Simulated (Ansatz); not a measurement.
Molecular dynamics of Li5Fe2P2C2O14

input.yaml

```yaml
accuracy: low
crystal:
  lattice:
    - [5.097449, 0.0, 0.0]
    - [0.0, 6.561352, 0.0]
    - [-0.709802, 0.0, 8.489373]
  atoms:
    - { symbol: Li, position: [0.750602, 0.266989, 0.25957] }
    - { symbol: Li, position: [0.750602, 0.733011, 0.25957] }
    - { symbol: Li, position: [0.253752, 0.764618, 0.741066] }
    - { symbol: Li, position: [0.253752, 0.235382, 0.741066] }
    - { symbol: Li, position: [0.764362, 0.0, 0.910065] }
    - { symbol: Fe, position: [0.212059, 0.0, 0.337122], spin: 2.5 }
    - { symbol: Fe, position: [0.789105, 0.5, 0.663563], spin: 2.5 }
    - { symbol: P, position: [0.263188, 0.5, 0.417692] }
    - { symbol: P, position: [0.713907, 0.0, 0.585152] }
    - { symbol: C, position: [0.301807, 0.0, 0.036909] }
    - { symbol: C, position: [0.715012, 0.5, 0.953726] }
    - { symbol: O, position: [0.058502, 0.0, 0.073508] }
    - { symbol: O, position: [0.671839, 0.5, 0.098972] }
    - { symbol: O, position: [0.492314, 0.0, 0.150991] }
    - { symbol: O, position: [0.162975, 0.309767, 0.325192] }
    - { symbol: O, position: [0.162975, 0.690233, 0.325192] }
    - { symbol: O, position: [0.813396, 0.0, 0.41819] }
    - { symbol: O, position: [0.577851, 0.5, 0.447431] }
    - { symbol: O, position: [0.405329, 0.0, 0.574291] }
    - { symbol: O, position: [0.161398, 0.5, 0.589898] }
    - { symbol: O, position: [0.822761, 0.812282, 0.687823] }
    - { symbol: O, position: [0.822761, 0.187718, 0.687823] }
    - { symbol: O, position: [0.518499, 0.5, 0.837072] }
    - { symbol: O, position: [0.361641, 0.0, 0.890434] }
    - { symbol: O, position: [0.950355, 0.5, 0.900752] }
magnetization:
  spin_polarized: true
basis:
  ecutwfc: 420.0
kpoints:
  mp_grid: { grid: [2, 2, 2] }
hamiltonian:
  xc: lda
scf:
  occupations: { method: fermi_dirac, width: 0.002 }
  lower_state_search: "off"
  max_iter: 70
md:
  timestep: 1.5
  n_steps: 60
  ensemble: nvt_langevin
  temperature: 900.0
  initial_velocities: maxwell_boltzmann
  seed: 402502
  friction: 0.005
```

Launched with:

```bash
$ ansatz run input.yaml --threads 2 --pin off --max-ram 5120MiB --backend cpu --events-out ev --progress --plain --runs-dir out
```

It starts from an unrelaxed structure (largest force component 1.63 eV/Å).

Output, in part (step lines):

```
md step     0: t =     0.00 fs  T =   864.0 K  F+E_penalty+E_count = -19570.40466958 eV  E_kin = 2.792016 eV  (39 SCF iters)
md step     1: t =     1.50 fs  T =   827.8 K  F+E_penalty+E_count = -19570.36111619 eV  E_kin = 2.675147 eV  (19 SCF iters)
md step     2: t =     3.00 fs  T =   789.1 K  F+E_penalty+E_count = -19570.19477231 eV  E_kin = 2.549947 eV  (19 SCF iters)
md step     3: t =     4.50 fs  T =   739.6 K  F+E_penalty+E_count = -19569.94213950 eV  E_kin = 2.390167 eV  (16 SCF iters)
md step     4: t =     6.00 fs  T =   669.5 K  F+E_penalty+E_count = -19569.65667053 eV  E_kin = 2.163576 eV  (18 SCF iters)
md step     5: t =     7.50 fs  T =   576.3 K  F+E_penalty+E_count = -19569.39683624 eV  E_kin = 1.862372 eV  (15 SCF iters)
md step     6: t =     9.00 fs  T =   536.2 K  F+E_penalty+E_count = -19569.21772872 eV  E_kin = 1.732645 eV  (17 SCF iters)
md step     7: t =    10.50 fs  T =   514.6 K  F+E_penalty+E_count = -19569.15789890 eV  E_kin = 1.663001 eV  (19 SCF iters)
[... lines left out ...]
```

The steps, from the saved trajectory:

```json
{"time (fs)": "0", "T (K)": "864", "potential energy less start (eV)": "0.000"}
{"time (fs)": "3", "T (K)": "789", "potential energy less start (eV)": "0.210"}
{"time (fs)": "6", "T (K)": "670", "potential energy less start (eV)": "0.748"}
{"time (fs)": "9", "T (K)": "536", "potential energy less start (eV)": "1.187"}
{"time (fs)": "12", "T (K)": "515", "potential energy less start (eV)": "1.211"}
{"time (fs)": "15", "T (K)": "546", "potential energy less start (eV)": "1.089"}
{"time (fs)": "18", "T (K)": "567", "potential energy less start (eV)": "1.086"}
{"time (fs)": "21", "T (K)": "533", "potential energy less start (eV)": "1.229"}
{"time (fs)": "24", "T (K)": "538", "potential energy less start (eV)": "1.384"}
{"time (fs)": "27", "T (K)": "529", "potential energy less start (eV)": "1.454"}
{"time (fs)": "30", "T (K)": "505", "potential energy less start (eV)": "1.514"}
{"time (fs)": "33", "T (K)": "568", "potential energy less start (eV)": "1.370"}
{"time (fs)": "36", "T (K)": "574", "potential energy less start (eV)": "1.216"}
{"time (fs)": "39", "T (K)": "601", "potential energy less start (eV)": "1.263"}
{"time (fs)": "42", "T (K)": "587", "potential energy less start (eV)": "1.357"}
{"time (fs)": "45", "T (K)": "531", "potential energy less start (eV)": "1.531"}
{"time (fs)": "48", "T (K)": "512", "potential energy less start (eV)": "1.681"}
{"time (fs)": "51", "T (K)": "606", "potential energy less start (eV)": "1.624"}
{"time (fs)": "54", "T (K)": "605", "potential energy less start (eV)": "1.556"}
{"time (fs)": "57", "T (K)": "570", "potential energy less start (eV)": "1.613"}
{"time (fs)": "60", "T (K)": "606", "potential energy less start (eV)": "1.468"}
{"time (fs)": "63", "T (K)": "680", "potential energy less start (eV)": "1.276"}
{"time (fs)": "66", "T (K)": "651", "potential energy less start (eV)": "1.352"}
{"time (fs)": "69", "T (K)": "659", "potential energy less start (eV)": "1.426"}
{"time (fs)": "72", "T (K)": "656", "potential energy less start (eV)": "1.311"}
{"time (fs)": "75", "T (K)": "667", "potential energy less start (eV)": "1.206"}
{"time (fs)": "78", "T (K)": "608", "potential energy less start (eV)": "1.278"}
{"time (fs)": "81", "T (K)": "588", "potential energy less start (eV)": "1.348"}
{"time (fs)": "84", "T (K)": "601", "potential energy less start (eV)": "1.183"}
{"time (fs)": "87", "T (K)": "685", "potential energy less start (eV)": "1.016"}
{"time (fs)": "90", "T (K)": "729", "potential energy less start (eV)": "1.116"}
```

The run went to its last step. The mean temperature of the second half is 31 % below the set value. A run of 0.09 ps of so small a system gives no equilibrium averages. No Hubbard correction was used and the magnetic state wasn't searched. The smearing is very narrow for this mesh. Limits of this set-up: coarse k mesh, low accuracy level.

Mean squared displacements from the first frame to the last, about the centre of mass: Li 0.26 Å², Fe 0.03 Å², P 0.04 Å², C 0.03 Å², O 0.13 Å².

Last frame:

```xyz
25
Lattice="5.0974 0.0000 0.0000 0.0000 6.5614 0.0000 -0.7098 0.0000 8.4894" Properties=species:S:1:pos:R:3
Li 4.019 1.605 2.061
Li 3.725 4.321 2.293
Li 0.784 5.319 5.910
Li 0.963 1.881 6.908
Li 3.123 0.056 7.454
Fe 0.800 0.150 2.769
Fe 3.542 3.146 5.647
P 1.045 3.258 3.668
P 3.264 -0.074 4.694
C 1.445 0.072 0.359
C 3.144 3.204 8.129
O 0.177 0.100 0.700
O 3.738 3.115 0.858
O 2.217 -0.266 1.341
O 0.739 1.994 2.759
O 0.400 4.510 3.065
O 4.129 0.484 3.574
O 2.555 3.418 3.847
O 1.751 -0.332 4.371
O 0.380 3.126 5.089
O 3.819 5.278 5.326
O 3.281 1.155 5.693
O 2.157 3.243 7.373
O 1.203 0.163 7.679
O 4.298 3.071 7.525
```

Time of the run: 21 min on 2 threads of Intel(R) Xeon(R) 6975P-C (Granite Rapids), with other jobs on the host, peak memory 0.99 GiB.
